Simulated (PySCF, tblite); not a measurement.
# C7H14N2: geometry, infrared bands and NMR shifts

What infrared bands and NMR shifts should C7H14N2 (`C=C/C=N/NCC(C)C`) show?

Computed with tblite 0.8.0 and PySCF 2.14.0, with density-fitted response routines of our own, on a single molecule in the gas phase. Atoms count from 0, in the outputs and in this text.

## 1. The starting structure

23 atoms, charge 0, multiplicity 1; geometry from: force field or distance geometry start.

Bonds of the start (Å): C0–C1 1.35, C1–C2 1.47, C2–N3 1.31, N3–N4 1.37, N4–C5 1.45, C5–C6 1.53, C6–C7 1.54, C6–C8 1.52, C0–H9 1.07, C0–H10 1.08, C1–H11 1.07, C2–H12 1.11, N4–H13 1.01, C5–H14 1.10, C5–H15 1.11, C6–H16 1.09, C7–H17 1.09, C7–H18 1.10, C7–H19 1.10, C8–H20 1.10, C8–H21 1.10, C8–H22 1.08.

## 2. Optimising the geometry with GFN2-xTB

What the job is given:

```
{"job": {"kind": "relax", "xc": "GFN2-xTB", "basis": "xTB"}, "charge": 0, "multiplicity": 1}
C      4.714500    -0.145000    -0.505500
C      3.443500    -0.067000    -0.963100
C      2.372500     0.390600    -0.064500
N      1.141300     0.474500    -0.496900
N      0.237800     0.908200     0.432100
C     -1.157800     1.014200     0.039600
C     -1.832600    -0.346900    -0.135400
C     -1.880800    -1.119100     1.191600
C     -3.240900    -0.166300    -0.685000
H      5.496700    -0.486500    -1.155100
H      4.976100     0.132100     0.507000
H      3.169200    -0.349900    -1.963200
H      2.648000     0.673600     0.971200
H      0.544700     1.164700     1.359200
H     -1.199100     1.607000    -0.882800
H     -1.657300     1.602100     0.832800
H     -1.261200    -0.944900    -0.849800
H     -0.882200    -1.330300     1.569600
H     -2.436600    -0.562600     1.959300
H     -2.381000    -2.087400     1.056200
H     -3.222700     0.360900    -1.646700
H     -3.868300     0.428000    -0.001100
H     -3.728500    -1.123100    -0.827800
```

Launch:

```sh
OMP_NUM_THREADS=1 python probes_run.py task.json out
```

This one command runs all jobs of the session in turn.

**Question.** This job is followed by: GFN2-xTB harmonic vibrations, gas phase; GIAO PBE0/pcSseg-1 NMR shielding, non-relativistic, gas phase. What will the session give for the following? strongest single infrared mode (GFN2-xTB); zero-point energy (GFN2-xTB); 13C shifts against TMS (PBE0/pcSseg-1, means over atoms taken as alike); 1H shifts against TMS (PBE0/pcSseg-1, means over atoms taken as alike); 15N shifts against NH3 (PBE0/pcSseg-1).

As calculated:

```
                                                               quantity                                               value
                              strongest single infrared mode (GFN2-xTB)                               1653 cm⁻¹, 203 km/mol
                                           zero-point energy (GFN2-xTB)                                      125.0 kcal/mol
13C shifts against TMS (PBE0/pcSseg-1, means over atoms taken as alike)           144.8, 136.7, 119.1, 61.9, 32.7, 21.3 ppm
 1H shifts against TMS (PBE0/pcSseg-1, means over atoms taken as alike)  7.20, 6.72, 5.45, 5.36, 5.29, 3.09, 1.73, 0.86 ppm
                                 15N shifts against NH3 (PBE0/pcSseg-1)                                    394.0, 143.6 ppm
```

**Reading.** The optimisation took 94 steps and gained 0.233 eV; among the close pairs (by a distance rule), N3–N4 changed most, from 1.367 to 1.326 Å. All 63 modes are real, so the xTB geometry is a minimum. The strongest single mode, at 1653 cm⁻¹, moves mainly C2 and N3. Unscaled tight-binding wavenumbers are off by several per cent, some by more. Its intensities can rank the bands wrongly. C1 (alkene CH) lies farthest downfield among carbon, at 144.8 ppm; as expected for a trigonal carbon in a double bond. At PBE0/pcSseg-1: The widest tensor belongs to N3: span 608 ppm, with a paramagnetic part of -454 ppm.
